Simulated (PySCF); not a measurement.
# Hf: excitation energies in x2c-TZVPPall

Each state of hafnium is computed at each level; their differences give the excitation energy. How far do the methods differ?

Method: unrestricted determinants in a Gaussian basis, no spin-orbit coupling in the energies. Code: PySCF 2.14.0.

**1. The system**

```
Element                                   : hafnium (Z = 72)
Basis                                     : x2c-TZVPPall
Hamiltonian                               : scalar relativity by spin-free X2C-1e
State 1                                   : Hf: [Xe] 4f14 5d1 6s2 6p1, one real determinant (an excited configuration)
State 2                                   : Hf: [Xe] 4f14 5d3 6s1, high-spin 5F determinant (an excited configuration)
State 3                                   : Hf: [Xe] 4f14 5d2 6s1 6p1, one real determinant (an excited configuration)
Needed too, but not shown                 : Hf [Xe] 4f14 5d2 6s2 (3F)
Methods                                   : CCSD(T)
Core shells frozen in the correlated runs : valence: [Xe] 4f14 (for Hf)
```

Outer shells as boxes (Hund's rule):

Hf [Xe] 4f14 5d1 6s2 6p1
```
[Xe] core
4f [↑↓][↑↓][↑↓][↑↓][↑↓][↑↓][↑↓]
5d [↑ ][  ][  ][  ][  ]
6s [↑↓]
6p [↑ ][  ][  ]
```

Hf [Xe] 4f14 5d3 6s1
```
[Xe] core
4f [↑↓][↑↓][↑↓][↑↓][↑↓][↑↓][↑↓]
5d [↑ ][↑ ][↑ ][  ][  ]
6s [↑ ]
```

Hf [Xe] 4f14 5d2 6s1 6p1
```
[Xe] core
4f [↑↓][↑↓][↑↓][↑↓][↑↓][↑↓][↑↓]
5d [↑ ][↑ ][  ][  ][  ]
6s [↑ ]
6p [↑ ][  ][  ]
```

One driver process ran all states and methods and kept the integrals in memory. Each run is shown as a PySCF script that sums up its settings (the driver passes frozen orbitals as a list and adds second-order terms of double hybrids); the logs are those of the runs themselves. The driver starts from symmetry-adapted Hartree-Fock orbitals, holds the occupation by maximum overlap and uses a logarithmic radial grid for functionals, so a plain start would take other cycles.

The integrals over 97 functions and the set-up took 11 s of CPU time.

**2. Hf [Xe] 4f14 5d1 6s2 6p1, at CCSD(T) (valence)**

**CCSD(T) (valence)**

Contents of input.py:

```python
from pyscf import gto, scf, dft, mp, cc
import basis_set_exchange as bse
mol = gto.M(atom="Hf 0 0 0", charge=0, spin=2, symmetry="D2h",
            basis=gto.basis.parse(bse.get_basis("x2c-TZVPPall", elements=["Hf"], fmt="nwchem")),
            nucmod="G")
mf = scf.UHF(mol).sfx2c1e()
mf.irrep_nelec = {'Ag': (10, 10), 'B1g': (3, 2), 'B2g': (2, 2), 'B3g': (2, 2), 'Au': (1, 1), 'B1u': (7, 6), 'B2u': (6, 6), 'B3u': (6, 6)}
mf.kernel()
mycc = cc.CCSD(mf, frozen=34).run()
mycc.ccsd_t()
```

**3. Hf [Xe] 4f14 5d3 6s1: CCSD(T) (valence)**

**CCSD(T) (valence)**

Contents of input.py:

```python
from pyscf import gto, scf, dft, mp, cc
import basis_set_exchange as bse
mol = gto.M(atom="Hf 0 0 0", charge=0, spin=4, symmetry="D2h",
            basis=gto.basis.parse(bse.get_basis("x2c-TZVPPall", elements=["Hf"], fmt="nwchem")),
            nucmod="G")
mf = scf.UHF(mol).sfx2c1e()
mf.irrep_nelec = {'Ag': (10, 9), 'B1g': (3, 2), 'B2g': (3, 2), 'B3g': (3, 2), 'Au': (1, 1), 'B1u': (6, 6), 'B2u': (6, 6), 'B3u': (6, 6)}
mf.kernel()
mycc = cc.CCSD(mf, frozen=34).run()
mycc.ccsd_t()
```

**4. Hf [Xe] 4f14 5d2 6s1 6p1: CCSD(T) (valence)**

**CCSD(T) (valence)**

Changes to input.py since step 3:

```diff
@@ -6,3 +6,3 @@
 mf = scf.UHF(mol).sfx2c1e()
-mf.irrep_nelec = {'Ag': (10, 9), 'B1g': (3, 2), 'B2g': (3, 2), 'B3g': (3, 2), 'Au': (1, 1), 'B1u': (6, 6), 'B2u': (6, 6), 'B3u': (6, 6)}
+mf.irrep_nelec = {'Ag': (11, 9), 'B1g': (3, 2), 'B2g': (2, 2), 'B3g': (2, 2), 'Au': (1, 1), 'B1u': (6, 6), 'B2u': (7, 6), 'B3u': (6, 6)}
 mf.kernel()
```

Q: Predict the outcome of this session.

As calculated:

| quantity | value |
| --- | --- |
| excitation energy, Hf → [Xe] 4f14 5d1 6s2 6p1 | UHF 1.609, CCSD(T) (valence) 1.526 eV |
| excitation energy, Hf → [Xe] 4f14 5d3 6s1 | UHF 0.954, CCSD(T) (valence) 1.716 eV |
| excitation energy, Hf → [Xe] 4f14 5d2 6s1 6p1 | UHF 1.207, CCSD(T) (valence) 2.193 eV |

Accuracy by level (over 3 differences):

| method | mean absolute miss against CCSD(T) (valence) (eV) |
| --- | --- |
| UHF | 0.610 |
| MP2 (valence) | 0.201 |
| SCS-MP2 (valence) | 0.230 |
| CCSD (valence) | 0.046 |
| CCSD(T) (valence) | 0.000 |

For the first difference the methods span 0.293 eV, from CCSD(T) (valence) (1.526) to MP2 (valence) (1.819). No reference value is at hand in this session. The basis is finite, and no extrapolation was made.
